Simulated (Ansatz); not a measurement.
# ScGaS3: a trial structure relaxed

Where does this trial cell of ScGaS3 go when cell and atoms are let free?

Computed with Ansatz 0.2.0 (DFT PBE, scalar-relativistic, plane waves, PAW, unless a step's input says otherwise).

### 1 Starting point

It takes space group R-3c (No. 167, trigonal). Conventional cell: a = 6.403 Å, b = 6.403 Å, c = 15.684 Å, α = 90.00°, β = 90.00°, γ = 120.00°. Sc (site symmetry 32) is surrounded by 3 S at 2.76 Å. Ga (site symmetry -3) has 6 S at 2.31 Å in its first shell of neighbours. S (site symmetry 2) is surrounded by 2 Ga at 2.31 Å and 1 Sc at 2.76 Å.

As a file:

```
Sc Ga S
1.0
     3.20151    1.84839    5.22804
    -3.20151    1.84839    5.22804
     0.00000   -3.69678    5.22804
Sc Ga S
2 2 6
Direct
  0.75000 0.75000 0.75000
  0.25000 0.25000 0.25000
  0.50000 0.50000 0.50000
  0.00000 0.00000 0.00000
  0.81893 0.25000 0.68107
  0.68107 0.81893 0.25000
  0.25000 0.68107 0.81893
  0.18107 0.75000 0.31893
  0.31893 0.18107 0.75000
  0.75000 0.31893 0.18107
```

A structure generator made this guess: perovskite family, tilts a-a-a- (R-3c, No. 167). The dimensions are guesses.

### 2 A first look at the guess

Contents of input.yaml:

```yaml
crystal:
  lattice:
    - [3.20150771, 1.84839134, 5.2280402]
    - [-3.20150771, 1.84839134, 5.2280402]
    - [0.0, -3.69678268, 5.2280402]
  atoms:
    - { symbol: Sc, position: [0.75, 0.75, 0.75] }
    - { symbol: Sc, position: [0.25, 0.25, 0.25] }
    - { symbol: Ga, position: [0.5, 0.5, 0.5] }
    - { symbol: Ga, position: [0.0, 0.0, 0.0] }
    - { symbol: S, position: [0.81892932, 0.25, 0.68107068] }
    - { symbol: S, position: [0.68107068, 0.81892932, 0.25] }
    - { symbol: S, position: [0.25, 0.68107068, 0.81892932] }
    - { symbol: S, position: [0.18107068, 0.75, 0.31892932] }
    - { symbol: S, position: [0.31892932, 0.18107068, 0.75] }
    - { symbol: S, position: [0.75, 0.31892932, 0.18107068] }
basis:
  ecutwfc: 420
kpoints:
  mp_grid: { grid: [4, 4, 4] }
hamiltonian:
  xc: pbe
scf:
  occupations: { method: gaussian, width: 0.1 }
  lower_state_search: "off"
output:
  forces: true
  stress: true
  eigenvalues: true
```

On the command line:

```bash
$ ansatz run input.yaml --threads 1 --pin off --max-ram 2560MiB --backend cpu --events-out ev --progress --plain --runs-dir out
```

Further runs follow: rough relaxation on the coarse mesh; relaxation on the finer mesh.

What does the calculation give? Wanted: conventional cell; volume; energy over the elements; gap on the mesh.

**Answer**, as computed:

```
                              quantity                                                                        value
symmetry at the end (tolerance 0.02 Å)                                                   space group R-3c (No. 167)
                     conventional cell  a = 6.606 Å, b = 6.606 Å, c = 15.605 Å, α = 90.00°, β = 90.00°, γ = 120.00°
                                volume                                                                19.66 Å³/atom
              energy over the elements                                                                -0.95 eV/atom
                       gap on the mesh                                                                      0.42 eV
```

What this shows: The space group R-3c (No. 167) is kept, and the volume per atom grows by 5.9 % from the first guess. A negative formation energy is needed for stability but isn't enough; other structures and compounds were not set against it here. No finished test with a distortion of lower symmetry is shown, so the end may be a saddle point.
